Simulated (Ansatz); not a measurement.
# MnO2 (Fd-3m) in Ansatz: reference runs, part 2 of 2

Ansatz 0.2.0. The steps go on from the part before.

### Step 3. Single point, PBEsol, collinear spin, ferromagnetic start (atoms moved at random, drawn with an rms of 0.05 Å)

Input file input.yaml:

```yaml
crystal:
  lattice:
    - [0.0, 4.0199925062, 4.0199925062]
    - [4.0199925062, 0.0, 4.0199925062]
    - [4.0199925062, 4.0199925062, 0.0]
  atoms:
    - { symbol: Mn, position: [0.131067, 0.125846, 0.124054], spin: 4.0 }
    - { symbol: Mn, position: [0.130587, 0.133518, 0.619901], spin: 4.0 }
    - { symbol: Mn, position: [0.625795, 0.124913, 0.12503], spin: 4.0 }
    - { symbol: Mn, position: [0.125518, 0.628685, 0.120935], spin: 4.0 }
    - { symbol: O, position: [0.369623, 0.37136, 0.349387] }
    - { symbol: O, position: [0.367698, 0.341862, 0.92796] }
    - { symbol: O, position: [0.925161, 0.359605, 0.356173] }
    - { symbol: O, position: [0.342255, 0.923942, 0.366216] }
    - { symbol: O, position: [0.89791, 0.888127, 0.314618] }
    - { symbol: O, position: [0.892618, 0.882786, 0.887958] }
    - { symbol: O, position: [0.882217, 0.324117, 0.894295] }
    - { symbol: O, position: [0.334865, 0.88278, 0.886248] }
hamiltonian:
  xc: pbesol
  pseudopotentials: { kind: paw }
magnetization:
  spin_polarized: true
kpoints:
  mp_grid: { grid: [6, 6, 6] }
scf:
  occupations: { method: fermi_dirac, width: 0.05 }
output:
  forces: true
  stress: true
  eigenvalues: true
  write_density: true
  write_potential: true
  elf: true
  volumetric_format: npy
```

Potentials or basis: Ansatz PAW.

The run is started by

```
$ ansatz run input.yaml --threads 4 --pin off --max-ram 11264MiB --backend cpu --events-out ev --progress --plain --runs-dir out
```

What it wrote:

```text
Warning: RAYON_NUM_THREADS=4 ignored (pool sized by the plan → 4); use --threads N
[... 95 lines left out ...]
  k-point 2 ↑: bands = ["-73.4087", "-73.3957", "-73.3773", "-73.3372", "-42.3675", "-42.2744", "-42.2708", "-42.2506", "-42.2273", "-42.2224", "-42.2144", "-42.1925", "-42.1841", "-42.1605", "-42.1551", "-42.1357", "-11.6989", "-10.6328", "-10.1679", "-10.1111", "-10.0056", "-9.8666", "-9.7548", "-9.6111", "0.9108", "1.2517", "1.2883", "1.6530", "1.7722", "1.8172", "2.2720", "2.3434", "2.5819", "2.7165", "2.7933", "2.8679", "3.6230", "3.7724", "3.9351", "4.3570", "4.3980", "4.4921", "4.7915", "4.8669", "5.3998", "5.4960", "5.7667", "5.8582", "6.1886", "6.3617", "6.4265", "6.5493", "6.6046", "6.8061", "6.8619", "6.9352", "7.1576", "7.2655", "7.4064", "7.6186", "9.8569", "10.0060", "10.1179", "10.1437", "10.2759", "10.5922", "10.8170", "10.9240", "16.0607", "17.7784", "19.1763", "19.2345", "20.0311", "20.2733", "20.3884"]
  k-point 111 ↓: bands = ["-70.2789", "-70.2575", "-70.2412", "-70.2229", "-39.4101", "-39.3549", "-39.2798", "-39.2609", "-39.1309", "-39.1217", "-39.1196", "-39.1115", "-39.1044", "-39.0614", "-39.0534", "-39.0385", "-11.2996", "-10.6694", "-9.9719", "-9.9034", "-9.8213", "-9.6656", "-9.6059", "-9.5148", "2.0250", "2.1897", "2.2840", "2.5752", "2.6303", "2.6761", "2.7092", "3.0038", "3.0545", "3.2671", "3.6928", "3.7459", "3.7957", "3.9447", "4.0667", "5.0335", "5.1490", "5.1674", "5.6306", "5.7375", "5.8786", "5.9151", "6.7070", "6.7713", "8.6202", "8.6796", "9.3878", "9.4620", "9.5413", "9.5822", "9.6374", "9.7072", "9.7844", "9.8346", "9.9184", "10.2011", "11.3818", "11.4639", "11.5679", "11.6262", "11.6814", "11.9177", "12.0268", "12.1209", "17.2212", "17.5026", "19.6287", "19.8929", "20.6053", "21.2919", "21.4858"]
```

rho_z.tsv:

```text
# z_ang	rho[e/angstrom^3]	rho_spin[e/angstrom^3]
# format = ansatz-planar-average/11
# lattice	0.000000000	4.019992506	4.019992506
# lattice	4.019992506	0.000000000	4.019992506
# lattice	4.019992506	4.019992506	0.000000000
# sites	12
# site	25	1.004596127	1.025584508	1.032788335
# site	25	3.028738734	3.016956136	1.061700121
# site	25	1.004768987	3.018310873	3.017840534
# site	25	3.013466782	0.990739213	3.031890408
# site	8	2.897397539	2.890414812	2.978746107
# site	8	5.104674924	5.208535451	2.852425883
# site	8	2.877422196	5.150953078	5.164749692
# site	8	5.186425492	2.848048111	5.090102451
# site	8	4.835025887	4.874353474	7.179855356
# site	8	7.118377610	7.157902177	7.137110775
# site	8	4.898007109	7.141564927	4.849453640
# site	8	7.111479303	4.908865109	4.894923775
0.000000	8.218477e-1	8.169746e-2
0.142128	9.336446e-1	1.249854e-1
0.284256	1.181920e0	1.900678e-1
0.426385	1.507549e0	2.774952e-1
0.568513	1.787200e0	3.611633e-1
0.710641	1.888853e0	3.936366e-1
[... 32 lines left out ...]
5.400872	9.134516e-1	3.501353e-2
5.543000	8.347179e-1	5.301963e-2
```

It took 2.6 min on 4 threads of Arm Neoverse V1, shared host; peak memory 1.6 GiB.

What came out:

```yaml
Free_energy: -19961.0007 eV
Pressure: 1.8 GPa
Largest_force: 1.276 eV/Å
Band_gap_on_the_k_mesh: 0.33 eV, indirect (least direct gap 0.43 eV)
Net_moment: 12.00 μB per cell
Absolute_moment: 12.11 μB per cell
Site_moments: Mn +2.40, +2.45, +2.41, +2.39; O +0.06, +0.08, +0.07, +0.04 μB
```

Forces in eV/Å, atoms in the order of the input:
```
Mn  -0.236 -0.454 -0.759
Mn  -0.016  0.029 -0.920
Mn  -0.597  0.288 -0.141
Mn  -0.475 -0.217  0.229
O   -0.033  0.239 -0.791
O   -0.017 -1.015  0.773
O    0.366 -0.213 -0.144
O   -0.449  1.006  0.434
O    0.888  0.663 -0.549
O    0.198 -0.155  0.355
O    0.124 -0.021  0.979
O    0.247 -0.150  0.535
```

Stress tensor (GPa, compression positive):
```
 0.83  0.07 -0.75
 0.07  3.80 -0.87
-0.75 -0.87  0.84
```

Levels at points of the mesh, in eV from the valence-band top:
Spin up:
```tsv
k point	band 56	band 57	band 58	band 59	band 60	band 61	band 62	band 63	band 64	band 65
(0.00, 0.00, 0.00)	-1.01	-0.74	-0.71	-0.68	-0.11	2.45	2.52	2.58	2.86	3.06
(0.00, 0.00, -0.50)	-0.65	-0.44	-0.32	-0.25	-0.08	2.02	2.25	2.29	2.37	2.42
(0.00, -0.50, 0.00)	-0.58	-0.46	-0.40	-0.37	-0.10	2.11	2.27	2.34	2.41	2.48
(0.00, -0.50, -0.50)	-0.27	-0.22	-0.16	-0.07	-0.06	1.77	1.80	2.16	2.28	2.47
(-0.50, 0.00, 0.00)	-0.60	-0.44	-0.37	-0.36	-0.10	2.15	2.23	2.32	2.37	2.49
(-0.50, 0.00, -0.50)	-0.25	-0.21	-0.18	-0.11	-0.06	1.76	1.88	2.25	2.33	2.45
(-0.50, -0.50, 0.00)	-0.28	-0.20	-0.13	-0.09	-0.09	1.63	1.88	2.21	2.31	2.49
(-0.50, -0.50, -0.50)	-0.63	-0.40	-0.39	-0.33	-0.09	2.21	2.21	2.33	2.36	2.45
```
Spin down:
```
              k point  band 45  band 46  band 47  band 48  band 49  band 50  band 51  band 52
   (0.00, 0.00, 0.00)    -2.11    -0.91    -0.90    -0.87     0.33     0.38     1.37     1.45
  (0.00, 0.00, -0.50)    -1.83    -1.72    -0.98    -0.94     0.96     0.98     1.59     1.69
  (0.00, -0.50, 0.00)    -1.81    -1.73    -0.97    -0.90     0.94     0.98     1.60     1.73
 (0.00, -0.50, -0.50)    -1.76    -1.71    -1.33    -1.24     1.33     1.34     1.58     1.65
  (-0.50, 0.00, 0.00)    -1.83    -1.71    -0.96    -0.92     0.96     0.98     1.64     1.72
 (-0.50, 0.00, -0.50)    -1.82    -1.75    -1.29    -1.20     1.24     1.37     1.63     1.69
 (-0.50, -0.50, 0.00)    -1.80    -1.71    -1.31    -1.28     1.33     1.41     1.51     1.73
(-0.50, -0.50, -0.50)    -1.82    -1.78    -0.99    -0.93     0.92     0.98     1.69     1.77
```

Caveat: the magnetic or orbital state may not be the lowest; the pressure holds a Pulay correction of +0.8 GPa for the finite cutoff; only a ferromagnetic start was run, and an antiferromagnetic order may lie lower in energy; the PAW data sets come from PBE, with cores solved anew for the run's functional, which leaves a small shift of forces and pressure.
